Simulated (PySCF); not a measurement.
# C2H4Sn (Sn(CCH)H3): MP2/x2c-TZVPall (sfX2C)

Aim: the vertical ionisation energy of C2H4Sn (Sn(CCH)H3) at MP2/x2c-TZVPall (sfX2C), from 2 runs. 

The results are computed with PySCF 2.14.0.

## Step 1: The structure to begin with

C2H4Sn: 7 atoms, total charge 0, spin state singlet. As SMILES, `[H][Sn]([H])([H])[C]#C`. Geometry: a GFN2-xTB relaxation, a rough one for these elements and not checked as a minimum.

Bond lengths: Sn1–C2 2.060 Å, C2–C3 1.201 Å, C3–H4 1.053 Å, Sn1–H5 1.651 Å, Sn1–H6 1.651 Å, Sn1–H7 1.651 Å. Angles: Sn1–C2–C3 179.6°, C2–Sn1–H5 108.4°, C2–Sn1–H6 108.7°, C2–Sn1–H7 108.7°, C2–C3–H4 179.9°, H5–Sn1–H6 110.5°, H5–Sn1–H7 110.1°, H6–Sn1–H7 110.4°.

## Step 2: A single-point energy at MP2/x2c-TZVPall (sfX2C)

Contents of start.xyz:

```xyz
7
C2H4Sn
Sn    -0.007330    -0.006120    -1.150470
C     -0.001510     0.004980     0.909150
C      0.009030     0.014060     2.110210
H      0.020010     0.019930     3.162790
H      1.557680    -0.008800    -1.676400
H     -0.793740     1.343520    -1.685320
H     -0.784140    -1.367570    -1.669960
```

Contents of run.py:

```python
# Sn(CCH)H3
from pyscf import gto, scf, mp

mol = gto.M(
    atom='start.xyz',
    charge=0,
    verbose=4,
    max_memory=1860,
    basis='x2c-tzvpall',
)

hf = scf.RHF(mol)
hf = hf.x2c()
hf.conv_tol = 1e-10
hf.kernel()
if not hf.converged:
    hf = hf.newton().run(hf.mo_coeff, hf.mo_occ)

pt = mp.MP2(hf, frozen=20).run()
e_tot = pt.e_tot
print(f'total energy: {e_tot:.8f} hartree')
```

Started as:

```bash
$ OMP_NUM_THREADS=1 python run.py
```

The log of the run:

```text
PySCF version 2.14.0

[INPUT] num. atoms = 7
[INPUT] num. electrons = 66
[INPUT] charge = 0
[INPUT] spin (= nelec alpha-beta = 2S) = 0
[INPUT] symmetry False subgroup None
[INPUT] Mole.unit = angstrom
[INPUT] Symbol           X                Y                Z      unit          X                Y                Z       unit  Magmom
[INPUT]  1 Sn    -0.007330000000  -0.006120000000  -1.150470000000 AA   -0.013851692493  -0.011565123882  -2.174073214528 Bohr   0.0
[INPUT]  2 C     -0.001510000000   0.004980000000   0.909150000000 AA   -0.002853486448   0.009410836100   1.718044506148 Bohr   0.0
[INPUT]  3 C      0.009030000000   0.014060000000   2.110210000000 AA    0.017064226905   0.026569549311   3.987718965318 Bohr   0.0
[INPUT]  4 H      0.020010000000   0.019930000000   3.162790000000 AA    0.037813419753   0.037662241663   5.976806889513 Bohr   0.0
[INPUT]  5 H      1.557680000000  -0.008800000000  -1.676400000000 AA    2.943588589713  -0.016629589896  -3.167936875221 Bohr   0.0
[INPUT]  6 H     -0.793740000000   1.343520000000  -1.685320000000 AA   -1.499951214112   2.538884842876  -3.184793232252 Bohr   0.0
[INPUT]  7 H     -0.784140000000  -1.367570000000  -1.669960000000 AA   -1.481809843316  -2.584332756171  -3.155767038979 Bohr   0.0

nuclear repulsion = 206.629320770333
number of shells = 20
number of NR pGTOs = 273
number of NR cGTOs = 146
basis = x2c-tzvpall
ecp = {}

******** <class 'pyscf.x2c.sfx2c1e.sfX2C1eRHF'> ********
method = sfX2C1eRHF
initial guess = minao
damping factor = 0
level_shift factor = 0
DIIS = <class 'pyscf.scf.diis.CDIIS'>
diis_start_cycle = 1
diis_space = 8
diis_damp = 0
SCF conv_tol = 1e-10
SCF conv_tol_grad = None
SCF max_cycles = 50
direct_scf = True
direct_scf_tol = 1e-13

******** <class 'pyscf.x2c.sfx2c1e.SpinFreeX2CHelper'> ********
approx = 1e
xuncontract = 1
Set gradient conv threshold to 1e-05
Initial guess from minao.
init E= -6252.1614520675
  HOMO = -0.308850138342574  LUMO = 0.0573125518872971  gap/eV = 9.96379
cycle= 1 E= -6251.89510801218  delta_E= 0.266  |g|=  0.3  |ddm|=  2.8
  HOMO = -0.391681764553677  LUMO = 0.108569457755957  gap/eV = 13.61253
cycle= 2 E= -6251.92833074266  delta_E= -0.0332  |g|= 0.11  |ddm|= 0.45
  HOMO = -0.402975706129382  LUMO = 0.114706248728004  gap/eV = 14.08684
cycle= 3 E= -6251.93138827921  delta_E= -0.00306  |g|= 0.0555  |ddm|= 0.295
  HOMO = -0.398074755405775  LUMO = 0.117780520286978  gap/eV = 14.03714
cycle= 4 E= -6251.93209891876  delta_E= -0.000711  |g|= 0.0114  |ddm|= 0.072
  HOMO = -0.397463323423225  LUMO = 0.11687682334147  gap/eV = 13.99591
cycle= 5 E= -6251.93213171019  delta_E= -3.28e-05  |g|= 0.00437  |ddm|= 0.0158
  HOMO = -0.397504113072974  LUMO = 0.116841833860206  gap/eV = 13.99607
cycle= 6 E= -6251.93213657924  delta_E= -4.87e-06  |g|= 0.000697  |ddm|= 0.00602
  HOMO = -0.397581896265773  LUMO = 0.116777005483988  gap/eV = 13.99642
cycle= 7 E= -6251.93213686251  delta_E= -2.83e-07  |g|= 0.000193  |ddm|= 0.00217
  HOMO = -0.397516511116086  LUMO = 0.116775695139029  gap/eV = 13.99460
cycle= 8 E= -6251.93213688517  delta_E= -2.27e-08  |g|= 5.74e-05  |ddm|= 0.000683
  HOMO = -0.397522173560778  LUMO = 0.116770904716023  gap/eV = 13.99463
cycle= 9 E= -6251.93213688688  delta_E= -1.71e-09  |g|= 9.36e-06  |ddm|= 0.000164
  HOMO = -0.397518672297555  LUMO = 0.116770147103586  gap/eV = 13.99451
cycle= 10 E= -6251.93213688695  delta_E= -6.64e-11  |g|= 2.4e-06  |ddm|= 3.28e-05
  HOMO = -0.397518999194131  LUMO = 0.116770207824696  gap/eV = 13.99452
Extra cycle  E= -6251.93213688696  delta_E= -1.64e-11  |g|= 8.89e-07  |ddm|= 7.09e-06
converged SCF energy = -6251.93213688696

******** <class 'pyscf.mp.mp2.RMP2'> ********
nocc = 13, nmo = 126
frozen orbitals 20
E(RMP2) = -6252.57647342533  E_corr = -0.644336538362527
E(SCS-RMP2) = -6252.54733137055  E_corr = -0.615194483590591
E_corr(same-spin) = -0.182318495128201
E_corr(oppo-spin) = -0.462018043234326
total energy: -6252.57647343 hartree
```

It took 11 s on 1 thread of Arm Neoverse V2, shared host; peak memory 0.69 GiB.

## Step 3: The doublet cation, same level

Contents of input.xyz:

```xyz
7

Sn    -0.007330    -0.006120    -1.150470
C     -0.001510     0.004980     0.909150
C      0.009030     0.014060     2.110210
H      0.020010     0.019930     3.162790
H      1.557680    -0.008800    -1.676400
H     -0.793740     1.343520    -1.685320
H     -0.784140    -1.367570    -1.669960
```

Contents of input.py:

```python
from pyscf import gto, mp

molecule = gto.M(
    atom='input.xyz',
    charge=1,
    spin=1,
    max_memory=1860,
    verbose=4,
    basis='x2c-tzvpall',
)

mf = molecule.UHF()
mf = mf.sfx2c1e()
mf.conv_tol = 1e-10
mf.kernel()
if not mf.converged:
    mf = mf.newton().run(mf.mo_coeff, mf.mo_occ)

pt = mp.MP2(mf, frozen=20).run()
e_final = pt.e_tot
print(f'total energy: {e_final:.8f} hartree')
```

Started as:

```bash
$ OMP_NUM_THREADS=1 python input.py
```

The log of the run:

```text
PySCF version 2.14.0

[INPUT] num. atoms = 7
[INPUT] num. electrons = 65
[INPUT] charge = 1
[INPUT] spin (= nelec alpha-beta = 2S) = 1
[INPUT] symmetry False subgroup None
[INPUT] Mole.unit = angstrom
[INPUT] Symbol           X                Y                Z      unit          X                Y                Z       unit  Magmom
[INPUT]  1 Sn    -0.007330000000  -0.006120000000  -1.150470000000 AA   -0.013851692493  -0.011565123882  -2.174073214528 Bohr   0.0
[INPUT]  2 C     -0.001510000000   0.004980000000   0.909150000000 AA   -0.002853486448   0.009410836100   1.718044506148 Bohr   0.0
[INPUT]  3 C      0.009030000000   0.014060000000   2.110210000000 AA    0.017064226905   0.026569549311   3.987718965318 Bohr   0.0
[INPUT]  4 H      0.020010000000   0.019930000000   3.162790000000 AA    0.037813419753   0.037662241663   5.976806889513 Bohr   0.0
[INPUT]  5 H      1.557680000000  -0.008800000000  -1.676400000000 AA    2.943588589713  -0.016629589896  -3.167936875221 Bohr   0.0
[INPUT]  6 H     -0.793740000000   1.343520000000  -1.685320000000 AA   -1.499951214112   2.538884842876  -3.184793232252 Bohr   0.0
[INPUT]  7 H     -0.784140000000  -1.367570000000  -1.669960000000 AA   -1.481809843316  -2.584332756171  -3.155767038979 Bohr   0.0

[... 30 lines left out ...]
WARN: beta  nocc = 32  HOMO -0.30895105705197 >= LUMO -0.308850138342574
[... 79 lines left out ...]
SCF not converged.
SCF energy = -6251.59508458361 after 50 cycles  <S^2> = 0.75613587  2S+1 = 2.0061265
[... 54 lines left out ...]
converged SCF energy = -6251.59508670838  <S^2> = 0.75613001  2S+1 = 2.0061206
[... 1 line left out ...]
******** <class 'pyscf.mp.ump2.UMP2'> ********
nocc = (np.int64(13), np.int64(12)), nmo = (126, 126)
frozen orbitals 20
E(UMP2) = -6252.17558269108  E_corr = -0.580495982698155
E(SCS-UMP2) = -6252.15048765303  E_corr = -0.555400944654179
E_corr(same-spin) = -0.162916424519546
E_corr(oppo-spin) = -0.417579558178609
total energy: -6252.17558269 hartree
```

Wall time 1.7 min (1 thread of Arm Neoverse V2, shared host); peak memory 0.97 GiB.

## Step 4: What came out

At MP2/x2c-TZVPall (sfX2C), 20 core orbitals frozen:

| quantity | value |
| --- | --- |
| singlet C2H4Sn: total energy | -6252.57647 Eh |
| singlet C2H4Sn: dipole moment (Hartree–Fock density) | 0.11 D |
| singlet C2H4Sn: HOMO energy (Hartree–Fock orbitals) | -10.82 eV |
| singlet C2H4Sn: LUMO energy (Hartree–Fock orbitals) | 3.18 eV |
| singlet C2H4Sn: HOMO–LUMO gap (Hartree–Fock orbitals) | 13.99 eV |
| singlet C2H4Sn: correlation energy (20 core orbitals frozen) | -644.3 mEh |
| doublet cation: total energy | -6252.17558 Eh |
| doublet cation: HOMO energy (Hartree–Fock orbitals) (highest over α and β) | -16.96 eV |
| doublet cation: LUMO energy (Hartree–Fock orbitals) (lowest over α and β) | -7.68 eV |
| doublet cation: correlation energy (20 core orbitals frozen) | -580.5 mEh |
| doublet cation: ⟨S²⟩ of the reference determinant | 0.756 |
| vertical ionisation energy (to the doublet cation) | 10.909 eV |

Removing an electron at fixed nuclei costs 10.91 eV (1053 kJ/mol). Mulliken charges (singlet C2H4Sn) of the mean-field density run from -0.40 on C2 to +0.68 on Sn1.
